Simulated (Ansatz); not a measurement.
## Y₃Mg, space group Fm-3m: a scan of one input key, step by step

Computed with Ansatz 0.2.0 through its Python package.

Notebook, run cell by cell (the value of a cell's last expression is shown):

In [1]:
```python
import ansatz as az
from tabulate import tabulate
```

In [2]:
```python
y3mg = (
    az.Lattice.from_parameters(5.541665, 5.541665, 5.541665, alpha=60.0, beta=60.0, gamma=60.0)
    .atom("Y", [0.5, 0.5, 0.5])
    .atom("Y", [0.25, 0.25, 0.25])
    .atom("Y", [0.75, 0.75, 0.75])
    .atom("Mg", [0.0, 0.0, 0.0])
)
```

In [3]:
```python
model = (
    y3mg.calculation()
    .functional("PBEsol")
    .basis(420)
    .kpoints(mesh=(6, 6, 6))  # sampling of the Brillouin zone
    .occupations(az.OccupationsMethod.GAUSSIAN, width=0.1)
    .band_table()  # levels at the mesh points
)
typed = model.input()
rows = []
for value in [4, 6, 9]:
    edited = typed.set(az.key.basis.ecutrho_ratio, value)
    r = az.Session.from_dict(edited).plan().execute().report
    rows.append((value, r["free_energy_ev"], r["n_iterations"], len(r["eigenvalues_ev"][0]) if "eigenvalues_ev" in r else 0))
print(tabulate(rows, headers=["density ratio", "F eV", "iterations", "bands listed"], floatfmt=".4f", tablefmt="plain"))
print(edited.to_yaml())
```
```text
  density ratio         F eV    iterations    bands listed
              4  -13297.0329             6              26
              6  -13297.0329             6              26
              9  -13297.0329             6              26
crystal:
  lattice:
    a: 5.541665
    b: 5.541665
    c: 5.541665
    alpha: 60.0
    beta: 60.0
    gamma: 60.0
  atoms:
    - { symbol: "Y", position: [0.5, 0.5, 0.5] }
    - { symbol: "Y", position: [0.25, 0.25, 0.25] }
    - { symbol: "Y", position: [0.75, 0.75, 0.75] }
    - { symbol: Mg, position: [0.0, 0.0, 0.0] }
basis:
  ecutwfc: 420.0
  ecutrho_ratio: 9
kpoints:
  mp_grid:
    grid: [6, 6, 6]
hamiltonian:
  xc: pbesol
scf:
  occupations:
    method: gaussian
    width: 0.1
output:
  eigenvalues: true
```

Notes:
- Absolute energies stand on the zero of these potentials, so only differences at equal settings mean something. A total without «per atom» is that of the cell as typed.
- Spin is left out of this run.
- The mesh is modest for a metal, so energies can be off by several to tens of meV an atom and pressures by half a GPa or more; differences at equal mesh fare better.
- The structure comes from a database of computed cells and needn't be a stable or known phase.
- Wall time of the script: 7.9 s on 1 thread of Arm Neoverse V1 (shared host), peak memory 0.5 GiB.
